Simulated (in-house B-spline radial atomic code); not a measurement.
# Excited states and polarisability of Eu⁵³⁺ by several methods

Aim: excitation energies, oscillator strengths, polarisability and C6 of Eu⁵³⁺ by linear response on several mean fields, with the cost of each.

The numbers are computed with in-house B-spline radial atomic code version 1 (linear response of a closed shell, each method with its own adiabatic kernel; spin-free one-electron X2C, finite nucleus; B-spline basis; no spin-orbit coupling, no double excitations; only terms of natural parity, (−1)^L, with L up to 3 are computed), except any that are marked as measured or tabulated.

### Step 1. Starting point

| Quantity | Value |
| --- | --- |
| element | europium (Z = 63) |
| charge | +53 |
| configuration | [He] 2s2 2p6 |
| runs | TDHF; PBE; ωB97X; BHandHLYP; HSE06; LC-ωPBE |

The outer shells:

Eu⁵³⁺
```
[He] core
2s [↑↓]
2p [↑↓][↑↓][↑↓]
```

### Step 2. TDHF

Settings of the run:

```ini
Z = 63
electrons = 10.0
configuration = [He] 2s2 2p6
hamiltonian = x2c
method = hf
box_radius = 2.53
rms_radius = 5.1115
intervals = 63
```

Started as:

```sh
$ python run_td.py task.json out
```

One command runs all members of the session, one after another, from task.json.

### Step 3. PBE

The settings differ from step 2 so:

```diff
@@ -4,3 +4,3 @@
 hamiltonian = x2c
-method = hf
+method = pbe,pbe
 box_radius = 2.53
```

### Step 4. ωB97X

The settings differ from step 3 so:

```diff
@@ -4,3 +4,3 @@
 hamiltonian = x2c
-method = pbe,pbe
+method = wb97x
 box_radius = 2.53
```

### Step 5. BHandHLYP

The settings differ from step 4 so:

```diff
@@ -4,3 +4,3 @@
 hamiltonian = x2c
-method = wb97x
+method = bhandhlyp
 box_radius = 2.53
```

### Step 6. HSE06

The settings differ from step 5 so:

```diff
@@ -4,3 +4,3 @@
 hamiltonian = x2c
-method = bhandhlyp
+method = hse06
 box_radius = 2.53
```

### Step 7. LC-ωPBE

The settings differ from step 6 so:

```diff
@@ -4,3 +4,3 @@
 hamiltonian = x2c
-method = hse06
+method = lc_wpbe
 box_radius = 2.53
```

**Question.** What will these runs give? Wanted: for each run, threshold; 2p→3s ¹P; 2p→3s ³P, Tamm-Dancoff; α; C6.

As calculated:

```csv
run,threshold (eV),2p→3s ¹P (eV),"2p→3s ³P, Tamm-Dancoff (eV)",α (bohr³),C6 (hartree bohr⁶),time
TDHF,11105.3,6128.1,6117.8,9.306e-05,1.778e-06,0.4 s
PBE,10963.8,6076.6,6066.7,9.355e-05,1.790e-06,0.4 s
ωB97X,10991.6,6096.7,6087.2,9.335e-05,1.785e-06,0.6 s
BHandHLYP,11035.9,6083.1,6067.4,9.329e-05,1.784e-06,0.5 s
HSE06,10998.5,6089.2,6079.2,9.344e-05,1.787e-06,0.6 s
LC-ωPBE,10969.1,6075.5,6065.5,9.357e-05,1.791e-06,0.5 s
```

α runs from 9.31e-05 (TDHF) to 9.36e-05 bohr³ (LC-ωPBE). The semilocal functionals put the threshold at 10963.8 eV, under Hartree-Fock's 11105.3 eV, through self-interaction. Spin-orbit coupling, absent here, splits and mixes these terms strongly in an ion this highly charged, so they need not match single real levels.
